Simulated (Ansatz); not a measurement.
# Cl₂GeH₂O₂: basis-set convergence

The task here is to estimate one member of a computed series from the others.

Method: one geometry, several basis sets; program: Ansatz 0.2.0, Gaussian basis.

The runs, in order: PBE0-D4/def2-SVP; ωB97M-V/def2-SVP; PBE0-D4/def2-QZVPP; ωB97M-V/def2-QZVPP; the functionals' def2-TZVPP values are taken from earlier runs.

## The geometry

All runs share one geometry, relaxed beforehand with PBE0-D4 in a triple-zeta def2 set.

SMILES `[OH][Ge]([OH])([Cl])[Cl]`, 7 atoms, charge 0, spin multiplicity 1.

Atoms are counted from 1 here; the program's logs count them from 0.

Bond lengths: O1–Ge2 1.752 Å, O1–H6 0.961 Å, Ge2–O3 1.743 Å, Ge2–Cl4 2.116 Å, Ge2–Cl5 2.133 Å, O3–H7 0.962 Å. Angles: Ge2–O1–H6 113.3°, O1–Ge2–O3 107.4°, O1–Ge2–Cl4 112.9°, O1–Ge2–Cl5 108.9°, O3–Ge2–Cl4 107.1°, O3–Ge2–Cl5 112.4°, Cl4–Ge2–Cl5 108.3°, Ge2–O3–H7 111.8°.

Coordinates:

```mol
Cl2GeH2O2
  3D, bonds by distance, orders not assigned

  7  6  0  0  0  0  0  0  0  0999 V2000
   -0.9103    0.2725    1.1329 O   0  0
   -0.0142   -0.0558   -0.3361 Ge  0  0
    1.2671   -1.1656    0.0710 O   0  0
   -1.1923   -0.9874   -1.8263 Cl  0  0
    0.7244    1.7858   -1.1198 Cl  0  0
   -1.4375    1.0749    1.0848 H   0  0
    1.6240   -0.9923    0.9477 H   0  0
  1  2  8  0
  2  3  8  0
  2  4  8  0
  2  5  8  0
  1  6  8  0
  3  7  8  0
M  END
```

Set-up of the first run:

Input file in.yaml:

```yaml
crystal:
  periodic: [false, false, false]
  atoms:
    - {symbol: O, position_ang: [-0.910255, 0.272510, 1.132918]}
    - {symbol: Ge, position_ang: [-0.014249, -0.055823, -0.336130]}
    - {symbol: O, position_ang: [1.267134, -1.165640, 0.071004]}
    - {symbol: Cl, position_ang: [-1.192298, -0.987442, -1.826264]}
    - {symbol: Cl, position_ang: [0.724354, 1.785792, -1.119753]}
    - {symbol: H, position_ang: [-1.437481, 1.074931, 1.084794]}
    - {symbol: H, position_ang: [1.623995, -0.992329, 0.947730]}
basis:
  gaussian: {orbitals: def2-SVP}
hamiltonian: {xc: pbe0, dispersion: d4}
output: {orbitals: {seedname: orbitals}}
```

On the command line:

```bash
ansatz run in.yaml --threads 4 --pin off --events-out ev --progress --plain --max-ram 10444MiB
```

Among the steps run: PBE0-D4 in def2-SVP; ωB97M-V in def2-SVP; PBE0-D4 in def2-QZVPP; ωB97M-V in def2-QZVPP.

One table of the session follows, with a row left open; its other results are not shown here.

It belongs to the step «Functionals by basis». 

```
functional       basis  HOMO (eV)
   PBE0-D4    def2-SVP      -9.16
   PBE0-D4  def2-TZVPP          ?
   PBE0-D4  def2-QZVPP      -9.40
   ωB97M-V    def2-SVP     -11.40
   ωB97M-V  def2-TZVPP     -11.64
   ωB97M-V  def2-QZVPP     -11.70
```

**Question.** Estimate the row for PBE0-D4, def2-TZVPP.

As computed: HOMO (eV): -9.35. In the column «HOMO (eV)» it lies between PBE0-D4, def2-QZVPP (-9.40) and PBE0-D4, def2-SVP (-9.16).
